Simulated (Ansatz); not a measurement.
**BeLi− (singlet): from Hartree-Fock to the top rungs at distance Li1–Be2 = 5.368 Å, aug-cc-pVTZ**

Aim: climb from Hartree-Fock through coupled cluster and multireference methods for BeLi− (singlet) at one geometry and basis, and see what each rung misses.

The runs use Ansatz 0.2.0, Gaussian basis; aug-cc-pVTZ, core rule «outside noble gas», up to 2 orbitals frozen.

To be run: UHF; CCSD(T) on RHF; CCSD(T) on UHF; BCCD(T) on RHF; CCSDT(Q) on RHF; CCSDT(Q) on UHF; CASSCF and NEVPT2, 4 electrons in 8 orbitals; Full CI.

44 further runs of the same task are left out: 23 for a known fault of the program, 14 that didn't finish, 7 set aside as unsound or not needed.

### 1 What is computed

The geometry derives from a PBE0/def2-TZVPD stationary point (not a proven minimum). One bond is set to the value named and the two fragments are kept rigid.

2 atoms, charge -1, spin multiplicity 1.

Atoms are counted from 1 here; the program's logs count them from 0.

No contacts short enough for the rule that draws bonds.

### 2 UHF

Contents of in.yaml:

```yaml
crystal:
  periodic: [false, false, false]
  atoms:
    - {symbol: Li, position_ang: [0.000000, 0.000000, 0.000000]}
    - {symbol: Be, position_ang: [0.000000, 0.000000, 5.368000]}
basis:
  gaussian: {orbitals: aug-cc-pVTZ}
total_charge: -1
magnetization: {spin_polarized: true, initial_magnetization: 0}
hamiltonian: {xc: hf}
output: {orbitals: {seedname: orbitals}}
```

Command:

```console
$ ansatz run in.yaml --threads 1 --pin off --events-out ev --progress --plain --max-ram 2393MiB
```

The runs that follow: CCSD(T) on RHF; CCSD(T) on UHF; BCCD(T) on RHF; CCSDT(Q) on RHF; CCSDT(Q) on UHF; CASSCF and NEVPT2, 4 electrons in 8 orbitals; Full CI.

Before running them: what should the planned runs give, taken together? Wanted: FCI below the RHF energy; RMP2 from FCI; UMP2 from FCI; RCCSD from FCI; RCCSD(T) from FCI; UCCSD(T) from FCI; RCCSDT(Q) from FCI; UCCSDT(Q) from FCI; NEVPT2 valence from FCI.

As calculated:

| quantity | value |
| --- | --- |
| FCI below the RHF energy | -2.0423 eV |
| RMP2 from FCI | +71.5 kJ/mol |
| UMP2 from FCI | +93.7 kJ/mol |
| RCCSD from FCI | +3.1 kJ/mol |
| RCCSD(T) from FCI | +0.9 kJ/mol |
| UCCSD(T) from FCI | +1.3 kJ/mol |
| RCCSDT(Q) from FCI | 0.0 kJ/mol |
| UCCSDT(Q) from FCI | 0.0 kJ/mol |
| NEVPT2 valence from FCI | +9.4 kJ/mol |
| levels within 1 kcal/mol (43 meV) | RCCSD, RCCSD(T), UCCSD(T), BCCD(T), RCCSDT, UCCSDT, RCCSDT(Q), UCCSDT(Q) |
| T1 diagnostic | 0.041 |
| effectively unpaired electrons | 0.42 |

RCCSD(T) misses by +0.9 kJ/mol, 0.5 % of the correlation energy. The occupations show some static correlation. These misses are within one basis, not against nature.
